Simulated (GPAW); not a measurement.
Set up this calculation in GPAW 26.7.0, as an ASE script.

| Item | Value |
| --- | --- |
| Task | band structure |
| Functional | PBEsol |
| Potentials or basis | PAW data sets generated in the run's folder for this functional |
| Cutoff | 600 eV |
| Basis | pw |
| k mesh | 7 × 7 × 7 |
| Occupations | fermi-dirac, width 0.05 eV |
| Spin | no spin polarisation |
| Maxiter | 150 |
| Band path | GXMGRX,MR |
| Band points | 80 |

IrPt3:

```xyz
4
Lattice="3.9513 0.0000 0.0000 0.0000 3.9513 0.0000 0.0000 0.0000 3.9513" Properties=species:S:1:pos:R:3 pbc="T T T"
Pt    1.9756    1.9756    0.0000
Pt    1.9756    0.0000    1.9756
Pt    0.0000    1.9756    1.9756
Ir    0.0000    0.0000    0.0000
```

The cell comes from a database or a generator and needn't be the stable form of this composition.

One way to write it, as run:

run.py

```python
from ase import Atoms
from ase.dft.bandgap import bandgap
from ase.io import write
from ase.units import GPa
from gpaw import GPAW, PW, setup_paths

setup_paths.insert(0, '.')

atoms = Atoms(['Pt', 'Pt', 'Pt', 'Ir'],
              cell=[[3.951253, 0.0, 0.0],
                    [0.0, 3.951253, 0.0],
                    [0.0, 0.0, 3.951253]],
              scaled_positions=[[0.5, 0.5, 0.0],
                                [0.5, 0.0, 0.5],
                                [0.0, 0.5, 0.5],
                                [0.0, 0.0, 0.0]],
              pbc=True)

calc = GPAW(mode=PW(600),
            xc='PBEsol',
            kpts={'size': (7, 7, 7), 'gamma': True},
            occupations={'name': 'fermi-dirac', 'width': 0.05},
            nbands=54,
            convergence={'density': 1e-05, 'energy': 1e-05},
            maxiter=150,
            txt='gpaw.txt')
atoms.calc = calc
energy = atoms.get_potential_energy()
forces = atoms.get_forces()
stress = atoms.get_stress()
calc.write('gs.gpw')
write('result.traj', atoms)
print(f'Energy: {energy:.6f} eV')
print('Forces (eV/A):')
print(forces.round(4))
print('Stress (GPa):', (stress / GPa).round(3))
print('Fermi level:', round(calc.get_fermi_level(), 4), 'eV')
print(f'Gap: {bandgap(calc)[0]:.4f} eV, direct: {bandgap(calc, direct=True)[0]:.4f} eV')

path = atoms.cell.bandpath('GXMGRX,MR', npoints=80, eps=1e-4)
bs_calc = calc.fixed_density(kpts=path, symmetry='off', nbands=74,
                             convergence={'bands': 'CBM+6.0', 'eigenstates': 1e-6}, txt='bands.txt')
bs = bs_calc.band_structure()
bs.write('bs.json')
print(f'Gap on the path: {bandgap(bs_calc)[0]:.4f} eV')
```

Potentials or basis: PAW data sets generated in the run's folder for this functional, pw.

Launch:

```console
$ gpaw-setup -f PBEsol Ir Pt
$ OMP_NUM_THREADS=1 python run.py
```

Results of the run:

- Pressure: -11.9 GPa
- Band gap along the path: none (metal or under the smearing width)

Caveat: spin-orbit coupling is left out, which moves the levels of the heavy elements.

Run time: 2.6 min on 1 thread of Arm Neoverse V2, with other jobs on the host, peak memory 0.48 GiB.
